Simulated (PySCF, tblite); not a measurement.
# C4H8BNO: geometry, infrared bands and NMR shifts

What infrared bands and NMR shifts should C4H8BNO (`CC#CB(N)OC`) show?

Computed with tblite 0.8.0 and PySCF 2.14.0, with density-fitted response routines of our own, on a single molecule in the gas phase. Atoms are numbered from 0 throughout.

**1. Starting geometry**

15 atoms, charge 0, multiplicity 1; geometry from: force field or distance geometry start.

Bonds of the start (Å): C0–C1 1.48, C1–C2 1.20, C2–B3 1.56, B3–N4 1.55, B3–O5 1.48, O5–C6 1.39, C0–H7 1.13, C0–H8 1.12, C0–H9 1.08, N4–H10 1.05, N4–H11 1.06, C6–H12 1.10, C6–H13 1.12, C6–H14 1.10.

**2. Optimising the geometry with GFN2-xTB**

What the job is given:

```
{"job": {"kind": "relax", "xc": "GFN2-xTB", "basis": "xTB"}, "charge": 0, "multiplicity": 1}
C      3.250600    -0.060500    -0.308900
C      1.777800    -0.223500    -0.307300
C      0.589700    -0.370500    -0.265800
B     -0.953800    -0.562900    -0.236600
N     -1.543100    -1.993400    -0.230200
O     -1.768900     0.374900     0.570200
C     -1.892900     1.554300    -0.162300
H      3.557500     0.808300     0.349100
H      3.755700    -0.992000     0.058200
H      3.513300     0.216000    -1.323200
H     -2.067300    -2.171700    -1.127600
H     -2.286300    -2.091000     0.522200
H     -2.672500     2.145800     0.349900
H     -2.298400     1.231000    -1.160000
H     -0.965700     2.143200    -0.255300
```

The run is started by

```bash
$ OMP_NUM_THREADS=1 python probes_run.py task.json out
```

The driver reads the jobs from task.json and runs them one after another.

**Question.** This job is followed by: GFN2-xTB harmonic vibrations, gas phase; GIAO PBE0/pcSseg-1 NMR shielding, non-relativistic, gas phase. Predict these results of the whole session: strongest single infrared mode (GFN2-xTB); zero-point energy (GFN2-xTB); 13C shifts against TMS (PBE0/pcSseg-1); 1H shifts against TMS (PBE0/pcSseg-1, means over atoms taken as alike); 11B shifts against BF3·OEt2 (PBE0/pcSseg-1); 15N shifts against NH3 (PBE0/pcSseg-1); 17O shifts against H2O (PBE0/pcSseg-1).

As calculated:

| quantity | value |
| --- | --- |
| strongest single infrared mode (GFN2-xTB) | 1270 cm⁻¹, 448 km/mol |
| zero-point energy (GFN2-xTB) | 73.6 kcal/mol |
| 13C shifts against TMS (PBE0/pcSseg-1) | 107.8, 85.3, 57.2, 5.7 ppm |
| 1H shifts against TMS (PBE0/pcSseg-1, means over atoms taken as alike) | 4.08, 2.70, 2.07 ppm |
| 11B shifts against BF3·OEt2 (PBE0/pcSseg-1) | 20.1 ppm |
| 15N shifts against NH3 (PBE0/pcSseg-1) | 80.0 ppm |
| 17O shifts against H2O (PBE0/pcSseg-1) | 93.0 ppm |

Relaxing lowered the energy by 1.776 eV in 87 steps; the close pair that moved most is B3–N4, from 1.547 to 1.402 Å. The lowest mode is imaginary (22i cm⁻¹), so the xTB geometry is not a minimum. The strongest single mode, at 1270 cm⁻¹, moves mainly B3 and O5. GFN2-xTB is a fitted tight-binding method: band positions and strengths are rough. Its intensities can rank the bands wrongly.
